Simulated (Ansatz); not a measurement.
# One shape, several levels: AlSiH5O2 (SMILES O[SiH2][O][AlH2])

Aim: a comparison of 6 runs (HF/STO-3G, HF/3-21G, BHLYP/cc-pVDZ, SVWN5/cc-pVDZ, r2SCAN0/cc-pVDZ, RPA@PBE/cc-pVDZ) of AlSiH5O2. 

The results are computed with Ansatz 0.2.0.

75 further runs of the same task are left out: 75 set aside as unsound or not needed. Runs told in other sessions of the task aren't counted.

## 1. Starting point

The species is AlSiH5O2 (9 atoms), meant as a singlet with charge 0. As SMILES, `O[SiH2][O][AlH2]`. The Si2–H7 distance was set to 1.710 Å, away from the relaxed value.

Bond lengths: O1–Si2 1.642 Å, Si2–O3 1.619 Å, O3–Al4 1.683 Å, O1–H5 0.958 Å, Si2–H6 1.480 Å, Al4–H8 1.580 Å, Al4–H9 1.579 Å. Angles: O1–Si2–O3 112.5°, Si2–O3–Al4 173.6°, O1–Si2–H6 104.7°, O3–Si2–H6 110.1°, Si2–O1–H5 117.9°, O3–Al4–H8 117.8°, O3–Al4–H9 118.1°, H8–Al4–H9 124.1°. A long bond or contact: Si2–H7 1.710 Å.

## 2. A single-point energy at HF/STO-3G (run 1)

molecule.yaml reads:

```yaml
crystal:
  periodic: [false, false, false]
  atoms:
    - {symbol: O, position_ang: [-0.718541, 1.774160, -1.100331]}
    - {symbol: Si, position_ang: [0.249559, 1.141460, 0.064769]}
    - {symbol: O, position_ang: [0.327359, -0.474140, -0.004431]}
    - {symbol: Al, position_ang: [0.402259, -2.135740, -0.262731]}
    - {symbol: H, position_ang: [-1.664241, 1.650560, -1.013031]}
    - {symbol: H, position_ang: [1.582659, 1.727560, -0.197131]}
    - {symbol: H, position_ang: [-0.337300, 1.564900, 1.614200]}
    - {symbol: H, position_ang: [-0.882941, -2.850940, -0.838931]}
    - {symbol: H, position_ang: [1.742159, -2.885840, 0.103269]}
basis:
  gaussian: {orbitals: STO-3G}
hamiltonian: {xc: hf}
accuracy: high
output: {orbitals: {seedname: orbitals}}
```

Started as:

```
$ ansatz run molecule.yaml --threads 1 --pin off --max-ram 3480MiB --events-out events.jsonl --progress --plain --runs-dir runs
```

What it wrote:

```text
Warning: RAYON_NUM_THREADS=1 ignored (pool sized by the plan → 1); use --threads N
Functional definition: HF
  name "HF"
  exchange = exact_x
  correlation = 0
650 factors; integrals over basis functions are off by at most 3.9e-8 eV
mean field evaluation 1: about -18371.0237 eV, gradient 2.9e1 eV
mean field evaluation 2: about -18371.0770 eV, gradient 2.9e1 eV
mean field evaluation 4: about -18374.1451 eV, gradient 1.7e0 eV
mean field evaluation 8: about -18374.1578 eV, gradient 3.3e-5 eV
mean field -18374.15784033 eV, -675.2378461807 hartree, gradient 8.5e-9 eV, S^2 0.000000; 0 other end points of the search recorded, 0 dependent functions left out
reference -18374.15784033 eV, -675.2378461807 hartree; 24, 24 occupied and 9, 9 virtual orbitals, 650 factors
Total energy: -18374.15784033 eV, -675.2378461807 hartree
```

Run time: 0.32 s. Hardware: 1 thread of Arm Neoverse V2, shared host.

## 3. A single-point energy at HF/3-21G (run 2)

run.yaml reads:

```yaml
crystal:
  periodic: [false, false, false]
  atoms:
    - {symbol: O, position_ang: [-0.718541, 1.774160, -1.100331]}
    - {symbol: Si, position_ang: [0.249559, 1.141460, 0.064769]}
    - {symbol: O, position_ang: [0.327359, -0.474140, -0.004431]}
    - {symbol: Al, position_ang: [0.402259, -2.135740, -0.262731]}
    - {symbol: H, position_ang: [-1.664241, 1.650560, -1.013031]}
    - {symbol: H, position_ang: [1.582659, 1.727560, -0.197131]}
    - {symbol: H, position_ang: [-0.337300, 1.564900, 1.614200]}
    - {symbol: H, position_ang: [-0.882941, -2.850940, -0.838931]}
    - {symbol: H, position_ang: [1.742159, -2.885840, 0.103269]}
basis:
  gaussian:
    orbitals: 3-21G.json
accuracy: high
output: {orbitals: {seedname: orbitals}}
hamiltonian:
  xc: hf
```

The basis set 3-21G is read from a file made from the Basis Set Exchange's data (not shown).

Started as:

```
$ ansatz run run.yaml --threads 1 --pin off --max-ram 3480MiB --events-out events.jsonl --progress --plain --runs-dir runs
```

What it wrote:

```text
Warning: RAYON_NUM_THREADS=1 ignored (pool sized by the plan → 1); use --threads N
[... 4 set-up lines as earlier in the session ...]
1218 factors; integrals over basis functions are off by at most 3.6e-9 eV
mean field evaluation 1: about -18497.4449 eV, gradient 4.4e1 eV
mean field evaluation 2: about -18497.7377 eV, gradient 4.5e1 eV
mean field evaluation 4: about -18501.3223 eV, gradient 2.3e0 eV
mean field evaluation 8: about -18501.3681 eV, gradient 1.7e-1 eV
mean field evaluation 16: about -18501.3683 eV, gradient 8.8e-8 eV
mean field -18501.36827456 eV, -679.9127434122 hartree, gradient 8.8e-8 eV, S^2 0.000000; 0 other end points of the search recorded, 0 dependent functions left out
reference -18501.36827456 eV, -679.9127434122 hartree; 24, 24 occupied and 30, 30 virtual orbitals, 1218 factors
Total energy: -18501.36827456 eV, -679.9127434122 hartree
```

It took 0.72 s on 1 thread of Arm Neoverse V2, shared host; peak memory 0.12 GiB.

Runs 3 to 5 aren't shown in full; the table further down has their settings and results.

## 4. A single-point energy at RPA@PBE/cc-pVDZ (run 6)

in.yaml reads:

```yaml
crystal:
  periodic: [false, false, false]
  atoms:
    - symbol: O
      position_ang: [-0.718541, 1.774160, -1.100331]
    - symbol: Si
      position_ang: [0.249559, 1.141460, 0.064769]
    - symbol: O
      position_ang: [0.327359, -0.474140, -0.004431]
    - symbol: Al
      position_ang: [0.402259, -2.135740, -0.262731]
    - symbol: H
      position_ang: [-1.664241, 1.650560, -1.013031]
    - symbol: H
      position_ang: [1.582659, 1.727560, -0.197131]
    - symbol: H
      position_ang: [-0.337300, 1.564900, 1.614200]
    - symbol: H
      position_ang: [-0.882941, -2.850940, -0.838931]
    - symbol: H
      position_ang: [1.742159, -2.885840, 0.103269]
basis:
  gaussian:
    orbitals: cc-pVDZ
hamiltonian:
  xc: {name: PBE}
correlation:
  method: rpa
  frozen_orbitals: {Al: 5, H: 0, O: 1, Si: 5}
accuracy: high
```

Started as:

```
$ ansatz run in.yaml --threads 1 --pin off --max-ram 3480MiB --events-out events.jsonl --progress --plain --runs-dir runs
```

What it wrote:

```text
Warning: RAYON_NUM_THREADS=1 ignored (pool sized by the plan → 1); use --threads N
Functional definition: PBE
  name "PBE"
  parameter kappa = 0.804
  parameter beta = 0.06672455060314922
  exchange = pbe_x(kappa = kappa, mu = beta*pi^2/3)
  correlation = pbe_c(beta = beta)
2011 factors; integrals over basis functions are off by at most 3.5e-9 eV
mean field evaluation 1: about -18629.0997 eV, gradient 7.8e1 eV
mean field evaluation 2: about -18629.0884 eV, gradient 7.8e1 eV
mean field evaluation 4: about -18638.6950 eV, gradient 2.2e1 eV
mean field evaluation 8: about -18640.0215 eV, gradient 8.1e-1 eV
mean field evaluation 16: about -18640.0210 eV, gradient 4.6e-5 eV
mean field -18640.02098009 eV, -685.0081363582 hartree, gradient 3.6e-8 eV, S^2 0.000000; 0 other end points of the search recorded, 0 dependent functions left out
12 core orbitals not correlated: weight in the atoms' cores, before any rotation towards them, 1.000 or more for the frozen orbitals, at most 0.000 for the correlated occupied ones
reference -18600.69176497 eV, -683.5628143609 hartree; 12, 12 occupied and 65, 65 virtual orbitals, 2011 factors
Total energy: -18624.56032542 eV, -684.4399677788 hartree
```

Run time: 13 s. Hardware: 1 thread of Arm Neoverse V2, shared host; peak memory 0.32 GiB.

## 5. Overview of the runs

```csv
run,level,frozen core orbitals,energy (Eh),HOMO energy (eV),LUMO energy (eV),HOMO–LUMO gap (eV),wall time
1,HF/STO-3G,–,-675.237846,-7.76,9.36,17.12,0.32 s
2,HF/3-21G,–,-679.912743,-11.28,1.57,12.85,0.72 s
3,BHLYP/cc-pVDZ,–,-685.406584,-9.38,-0.43,8.96,12 s
4,SVWN5/cc-pVDZ,–,-682.144183,-6.76,-2.16,4.61,5.4 s
5,r2SCAN0/cc-pVDZ,–,-685.316880,-8.32,-0.97,7.36,17 s
6,RPA@PBE/cc-pVDZ,12,-684.439968,–,–,–,13 s
```

## 6. Summary of results

| quantity | value |
| --- | --- |
| run 6: total energy | -684.43997 Eh |
| run 6: RPA correlation energy (valence) | -877.2 mEh |

Over runs 1, 2, 3, 4, 5 the HOMO–LUMO gap runs from 4.61 eV (SVWN5/cc-pVDZ) to 17.12 eV (HF/STO-3G). The two ends differ in method and basis. Totals of different functionals can't be ranked against each other. In run 1 the basis is minimal, so the values are rough. All runs together took 48 s, the longest 17 s.
